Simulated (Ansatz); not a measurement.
**CH₃FMgO: taking an electron away**

How much energy removes an electron from CH₃FMgO at fixed geometry? The cation is run at each level and the neutral's energy taken from earlier runs.

Method: unrestricted cation, the program's frozen cores in correlated methods; program: Ansatz 0.2.0, Gaussian basis.

Plan: UKS PBE-D4/def2-TZVPP; UKS r2SCAN-D4/def2-TZVPP; UKS PBE0-D4/def2-TZVPP; UKS B3LYP-D4/def2-TZVPP; UKS wB97X-V/def2-TZVPP; UKS wB97M-V/def2-TZVPP; UKS B2PLYP/def2-TZVPP; UHF-CCSD(T)/def2-TZVPP; UHF-CCSD(T)/def2-QZVPP; extrapolation to the limit; then −ε(HOMO) from the neutral's earlier runs with LDA (SPW92), PBE-D4, revPBE-D4, BLYP-D4, r2SCAN-D4, B97M-V, PBE0-D4, B3LYP-D4, r2SCANh-D4, r2SCAN0-D4, HSE06-D4, BHLYP-D4, CAM-B3LYP-D4, LC-ωPBE, ωB97X-V, ωB97M-V.

### 1 The relaxed structure

All runs share one geometry, relaxed beforehand with PBE0-D4 in a triple-zeta def2 set.

SMILES `C[O][Mg][F]`, 7 atoms, charge 0, spin multiplicity 1.

Atoms are counted from 1 here; the program's logs count them from 0.

Bond lengths: C1–O2 1.378 Å, C1–H5 1.099 Å, C1–H6 1.099 Å, C1–H7 1.099 Å, O2–Mg3 1.751 Å, Mg3–F4 1.751 Å. Angles: O2–C1–H5 111.7°, O2–C1–H6 111.7°, O2–C1–H7 111.7°, H5–C1–H6 107.2°, H5–C1–H7 107.2°, H6–C1–H7 107.2°, C1–O2–Mg3 179.9°, O2–Mg3–F4 180.0°.

As a file:

```mol
CH3FMgO
  3D, bonds by distance, orders not assigned

  7  6  0  0  0  0  0  0  0  0999 V2000
    0.0371    1.1513    0.1080 C   0  0
    0.0035   -0.2195   -0.0254 O   0  0
   -0.0389   -1.9614   -0.1985 Mg  0  0
   -0.0813   -3.7030   -0.3717 F   0  0
   -0.8034    1.6303   -0.4136 H   0  0
   -0.0175    1.4577    1.1621 H   0  0
    0.9618    1.5767   -0.3066 H   0  0
  1  2  8  0
  2  3  8  0
  3  4  8  0
  1  5  8  0
  1  6  8  0
  1  7  8  0
M  END
```

### 2 Cation, UKS PBE-D4/def2-TZVPP

File in.yaml:

```yaml
crystal:
  periodic: [false, false, false]
  atoms:
    - {symbol: C, position_ang: [0.037081, 1.151311, 0.107996]}
    - {symbol: O, position_ang: [0.003516, -0.219464, -0.025420]}
    - {symbol: Mg, position_ang: [-0.038891, -1.961433, -0.198519]}
    - {symbol: F, position_ang: [-0.081299, -3.702951, -0.371692]}
    - {symbol: H, position_ang: [-0.803377, 1.630312, -0.413618]}
    - {symbol: H, position_ang: [-0.017514, 1.457654, 1.162054]}
    - {symbol: H, position_ang: [0.961782, 1.576672, -0.306602]}
basis:
  gaussian: {orbitals: def2-TZVPP}
total_charge: 1
magnetization: {spin_polarized: true, initial_magnetization: 1}
hamiltonian: {xc: pbe, dispersion: d4}
```

Command:

```
$ ansatz run in.yaml --threads 2 --pin off --events-out ev --progress --plain --max-ram 32768MiB --backend cpu
```

After this run come: Cation, UKS r2SCAN-D4/def2-TZVPP; Cation, UKS PBE0-D4/def2-TZVPP; Cation, UKS B3LYP-D4/def2-TZVPP; Cation, UKS wB97X-V/def2-TZVPP; Cation, UKS wB97M-V/def2-TZVPP; Cation, UKS B2PLYP (frozen core)/def2-TZVPP; Cation, UHF-CCSD(T)/def2-TZVPP; Cation, UHF-CCSD(T)/def2-QZVPP.

Q: Predict the results of all the runs planned. Wanted: ionisation energy, CCSD(T)/CBS; nearest functional by difference; nearest −ε(HOMO); −ε(HOMO) of PBE; T1 of the cation.

The runs gave:

```
                        quantity               value
  ionisation energy, CCSD(T)/CBS            10.22 eV
nearest functional by difference   B2PLYP (-0.19 eV)
                nearest −ε(HOMO)  LC-ωPBE (-0.00 eV)
                 −ε(HOMO) of PBE             5.90 eV
                T1 of the cation               0.023
```

What this shows: Energy differences with functionals land within 0.55 eV of the reference. −ε(HOMO) of PBE misses by 4.3 eV, since self-interaction lifts the level. Among orbital estimates LC-ωPBE comes nearest. Hartree-Fock falls 1.57 eV short, as the neutral has more correlation energy than the cation. The cation may have settled in a state other than its lowest; no search over hole states beyond the program's own was made. Correlated methods include outer-core shells of Mg, which these sets cover unevenly.
